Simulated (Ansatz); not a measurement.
# Mg3Sc: the cost of one run

Computed with the Python package of Ansatz 0.2.0. Level of theory: DFT PBEsol, plane waves, PAW.

### Step 1. Starting point

Mg3Sc P6_3/mmc: It takes space group P6_3/mmc (No. 194, hexagonal). The conventional cell has a = 6.406 Å, b = 6.406 Å, c = 5.092 Å, α = 90.00°, β = 90.00°, γ = 120.00°. Around Mg (site symmetry mm2) lie 8 Mg at 3.15 to 3.20 Å and 4 Sc at 3.15 to 3.20 Å. Around Sc (site symmetry -6m2) lie 12 Mg at 3.15 to 3.20 Å.

Mg P6_3/mmc: The structure is hexagonal, space group P6_3/mmc (No. 194). Conventional cell: a = 3.209 Å, b = 3.209 Å, c = 5.210 Å, α = 90.00°, β = 90.00°, γ = 120.00°. Mg (site symmetry -6m2) has 12 Mg at 3.20 to 3.21 Å as nearest neighbours.

Sc P6_3/mmc: It takes space group P6_3/mmc (No. 194, hexagonal). Conventional cell: a = 3.309 Å, b = 3.309 Å, c = 5.273 Å, α = 90.00°, β = 90.00°, γ = 120.00°. Sc (site symmetry -6m2) is surrounded by 12 Sc at 3.26 to 3.31 Å.

The script holds or builds the structure itself.

### Step 2. The script

Contents of run_formation.py:

```python
"""Heat of formation of Mg3Sc at zero temperature, after relaxing atoms and volume at fixed cell shape."""

from collections import Counter
import warnings

import ansatz as az
from ase import Atoms
import numpy as np


def compute(name, crystal):
    calc = crystal.calculation()
    calc = calc.functional("pbesol").basis(510)
    calc = calc.kpoints(spacing=0.27).occupations("cold", width=0.1)
    calc = calc.stress()
    calc = calc.relax(force_tolerance=0.03, fix_cell=["shape"])
    return calc.run(threads=1)


def counts(outcome):
    return Counter(site.symbol for site in outcome.lattice.sites)

def formation_energy(outcome, mu):
    n = counts(outcome)
    return (outcome.report["energy_sigma0_ev"] - sum(k * mu[element] for element, k in n.items())) / sum(n.values())


def volume_per_atom(outcome):
    return abs(np.linalg.det(outcome.lattice.cell_ang)) / len(outcome.lattice.sites)

warnings.simplefilter("ignore")

phases = {}
mg3sc = (
    az.Lattice.from_parameters(6.406379, 6.406379, 5.091644, alpha=90.0, beta=90.0, gamma=120.0)
    .atom("Mg", [0.166614, 0.333229, 0.25])
    .atom("Mg", [0.166614, 0.833386, 0.25])
    .atom("Mg", [0.666771, 0.833386, 0.25])
    .atom("Mg", [0.333229, 0.166614, 0.75])
    .atom("Mg", [0.833386, 0.166614, 0.75])
    .atom("Mg", [0.833386, 0.666771, 0.75])
    .atom("Sc", [2 / 3, 1 / 3, 0.25])
    .atom("Sc", [1 / 3, 2 / 3, 0.75])
)
phases["Mg3Sc"] = mg3sc
mg = (
    az.Lattice.from_parameters(3.2093, 3.2093, 5.2103, alpha=90, beta=90, gamma=120)
    .space_group(194)
    .atom("Mg", [1 / 3, 2 / 3, 0.25])
)
phases["Mg"] = mg
atoms = Atoms(
    ["Sc", "Sc"],
    scaled_positions=[
        [1 / 3, 2 / 3, 0.25],
        [2 / 3, 1 / 3, 0.75],
    ],
    cell=[
        [3.309, 0.0, 0.0],
        [-1.6545, 2.865678, 0.0],
        [0.0, 0.0, 5.2733],
    ],
    pbc=True,
)
sc = az.Crystal.from_ase(atoms)
phases["Sc"] = sc

done = {name: compute(name, crystal) for name, crystal in phases.items()}

# energy of one atom in its reference phase
references = {"Mg": "Mg", "Sc": "Sc"}
mu = {element: done[name].report["energy_sigma0_ev"] / len(done[name].lattice.sites) for element, name in references.items()}

target = done["Mg3Sc"]
heat = formation_energy(target, mu)
n = counts(target)
print("cell content:", dict(n), " volume", round(volume_per_atom(target), 3), "A^3/atom")
print("formation energy", round(heat, 4), "eV/atom,", round(heat * sum(n.values()), 4), "eV per cell")
print("bound against the elements" if heat < 0 else "unbound against the elements")
```

### Step 3. The calls as engine input

The package turns the script's settings into the engine's input (first run):

```yaml
crystal:
  lattice:
    a: 6.406379
    b: 6.406379
    c: 5.091644
    alpha: 90.0
    beta: 90.0
    gamma: 120.0
  atoms:
    - { symbol: Mg, position: [0.166614, 0.333229, 0.25] }
    - { symbol: Mg, position: [0.166614, 0.833386, 0.25] }
    - { symbol: Mg, position: [0.666771, 0.833386, 0.25] }
    - { symbol: Mg, position: [0.333229, 0.166614, 0.75] }
    - { symbol: Mg, position: [0.833386, 0.166614, 0.75] }
    - { symbol: Mg, position: [0.833386, 0.666771, 0.75] }
    - { symbol: Sc, position: [0.6666666666666666, 0.3333333333333333, 0.25] }
    - { symbol: Sc, position: [0.3333333333333333, 0.6666666666666666, 0.75] }
basis:
  ecutwfc: 510.0
kpoints:
  mp_grid:
    kspacing: 0.27
hamiltonian:
  xc: pbesol
scf:
  occupations:
    method: cold
    width: 0.1
relax:
  f_tol: 0.03
  cell:
    fix: [shape]
output:
  stress: true
```

### Step 4. The run

Started as:

```
python run_formation.py
```

Q: Estimate wall time and peak memory on 1 thread of Arm Neoverse V2, shared host.

About 31 s, with a peak of 0.58 GiB.
